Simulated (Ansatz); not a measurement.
# BH₃Se: small, medium and large basis sets

The task here is to estimate one member of a computed series from the others.

Method: one geometry, several basis sets; program: Ansatz 0.2.0, Gaussian basis.

Levels to be run: PBE0-D4/def2-SVP; ωB97M-V/def2-SVP; PBE0-D4/def2-QZVPP; ωB97M-V/def2-QZVPP; the functionals' def2-TZVPP values are taken from earlier runs.

### The relaxed structure

All runs share one geometry, relaxed beforehand with PBE0-D4 in a triple-zeta def2 set.

SMILES `B[SeH]`, 5 atoms, charge 0, spin multiplicity 1.

Atoms are counted from 1 here; the program's logs count them from 0.

Bond lengths: B1–Se2 1.899 Å, B1–H3 1.189 Å, B1–H4 1.191 Å, Se2–H5 1.470 Å. Angles: Se2–B1–H3 121.0°, Se2–B1–H4 115.7°, H3–B1–H4 123.2°, B1–Se2–H5 97.7°.

As a file:

```csv
atom,x (Å),y (Å),z (Å)
B1,-0.11483,-0.63803,0.04338
Se2,1.03534,0.86051,-0.14680
H3,-1.29296,-0.49988,0.12544
H4,0.42155,-1.70088,0.07337
H5,0.00079,1.90478,-0.13689
```

Set-up of the first run:

File in.yaml:

```yaml
crystal:
  periodic: [false, false, false]
  atoms:
    - {symbol: B, position_ang: [-0.114826, -0.638031, 0.043382]}
    - {symbol: Se, position_ang: [1.035340, 0.860511, -0.146800]}
    - {symbol: H, position_ang: [-1.292959, -0.499880, 0.125436]}
    - {symbol: H, position_ang: [0.421553, -1.700880, 0.073370]}
    - {symbol: H, position_ang: [0.000793, 1.904780, -0.136888]}
basis:
  gaussian: {orbitals: def2-SVP}
hamiltonian: {xc: pbe0, dispersion: d4}
output: {orbitals: {seedname: orbitals}}
```

Steps of the session up to this table: PBE0-D4 in def2-SVP; ωB97M-V in def2-SVP; PBE0-D4 in def2-QZVPP; ωB97M-V in def2-QZVPP.

One of the session's tables, all rows but one given; the rest of the session is left out.

It belongs to the step «Functionals by basis». 

```
functional       basis  HOMO (eV)
   PBE0-D4    def2-SVP      -7.86
   PBE0-D4  def2-TZVPP      -7.93
   PBE0-D4  def2-QZVPP      -7.94
   ωB97M-V    def2-SVP      -9.97
   ωB97M-V  def2-TZVPP          ?
   ωB97M-V  def2-QZVPP     -10.07
```

Q: Estimate the row for ωB97M-V, def2-TZVPP from the others.

The run gave: HOMO (eV): -10.06. In the column «HOMO (eV)» it lies between ωB97M-V, def2-QZVPP (-10.07) and ωB97M-V, def2-SVP (-9.97).
